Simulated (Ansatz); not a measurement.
A nudged elastic band was laid between two geometries of a periodic cell of 17 atoms, InW₈C₈ (surface WC(001), adsorbate In).

Theory: DFT PBEsol, scalar-relativistic, plane waves, PAW (Ansatz). Settings: PAW set soft_1, cutoff 420 eV, k mesh 5x5x1, fermi-dirac smearing 0.1 eV, no spin polarisation.

```json
{
  "movable images": "3",
  "climbing image": "yes",
  "spring": "10.0 eV/Å²",
  "optimiser": "fire",
  "start path": "straight line",
  "force threshold": "0.05 eV/Å",
  "iteration limit": "57",
  "end points": "relaxed",
  "atoms held": "1, 5, 9, 13"
}
```

Image 0:

```xyz
17
Lattice="5.7298 0.0000 0.0000 -2.8649 4.9621 0.0000 0.0000 0.0000 16.2145" Properties=species:S:1:pos:R:3
W 0.000 0.000 1.000
C 1.433 0.826 2.319
W 0.003 -0.002 3.842
C 1.432 0.847 5.035
W -1.432 2.481 1.000
C 0.000 3.308 2.319
W -1.433 2.485 3.842
C 0.017 3.298 5.035
W 2.865 0.000 1.000
C 4.297 0.827 2.316
W 2.862 -0.002 3.842
C 4.297 0.827 4.957
W 1.432 2.481 1.000
C 2.866 3.308 2.319
W 1.432 2.481 3.866
C 2.848 3.298 5.035
In -1.433 4.135 6.697
```

Image 4:

```xyz
17
Lattice="5.7298 0.0000 0.0000 -2.8649 4.9621 0.0000 0.0000 0.0000 16.2145" Properties=species:S:1:pos:R:3
W 0.000 0.000 1.000
C 1.433 0.827 2.316
W -0.003 -0.002 3.842
C 1.432 0.827 4.957
W -1.432 2.481 1.000
C 0.001 3.308 2.319
W -1.433 2.481 3.866
C -0.017 3.298 5.035
W 2.865 0.000 1.000
C 4.297 0.826 2.319
W 2.868 -0.002 3.842
C 4.297 0.847 5.035
W 1.432 2.481 1.000
C 2.864 3.308 2.319
W 1.432 2.485 3.842
C 2.882 3.298 5.035
In 1.432 4.135 6.697
```

Question: What changes between the two ends?

Answer: Contacts lost: C4–In17, W7–In17. Contacts made: C12–In17, W15–In17. The atom that moves furthest is In17, by 2.86 Å; four of its nearest neighbours are C16 2.36, C4 2.36, C8 2.36, W3 3.30 Å at the first end and C8 2.36, C12 2.36, C16 2.36, W11 3.30 Å at the last.

Question: Give the energies along the band, and the barrier.

Answer: The run converged. The highest image is number 2 of 0 to 4, 0.261 eV above the ends, which have the same energy within 2 meV. By the program's own check the climbing image is of a kind that is not told: the force calls were inconclusive, a negative curvature could not be distinguished from the path's own, the only one lies far off the path, or fixed occupations may fill a level only in part (lowest curvatures found: 0.80 and 0.94 eV/Å²). Limits of this set-up: coarse k mesh, thin slab, slab without dipole correction, odd electron count without spin, PAW files made for another functional.

```
image  path coordinate (Å)  energy (eV)  C4–In17 (Å)  W7–In17 (Å)  C12–In17 (Å)
    0                 0.00        0.000         2.36         3.30          3.74
    1                 0.83        0.226         2.29         3.67          3.10
    2                 1.67        0.261         2.39         4.07          2.39
    3                 2.50        0.226         3.10         4.20          2.29
    4                 3.33        0.000         3.74         4.35          2.36
```

Question: What is the geometry of the highest image?

Answer: 
```xyz
17
Lattice="5.7298 0.0000 0.0000 -2.8649 4.9621 0.0000 0.0000 0.0000 16.2145" Properties=species:S:1:pos:R:3
W 0.000 0.000 1.000
C 1.427 0.828 2.318
W 0.000 -0.003 3.873
C 1.460 0.802 5.028
W -1.432 2.481 1.000
C 0.000 3.298 2.318
W -1.429 2.471 3.873
C 0.000 3.329 5.028
W 2.865 0.000 1.000
C 4.303 0.828 2.318
W 2.865 -0.007 3.778
C 4.270 0.802 5.028
W 1.432 2.481 1.000
C 2.865 3.305 2.317
W 1.429 2.471 3.873
C 2.865 3.299 4.985
In 0.000 4.946 6.776
```

The run took 56 min on 4 threads of Arm Neoverse V1 (shared host), peak memory 2.8 GiB.
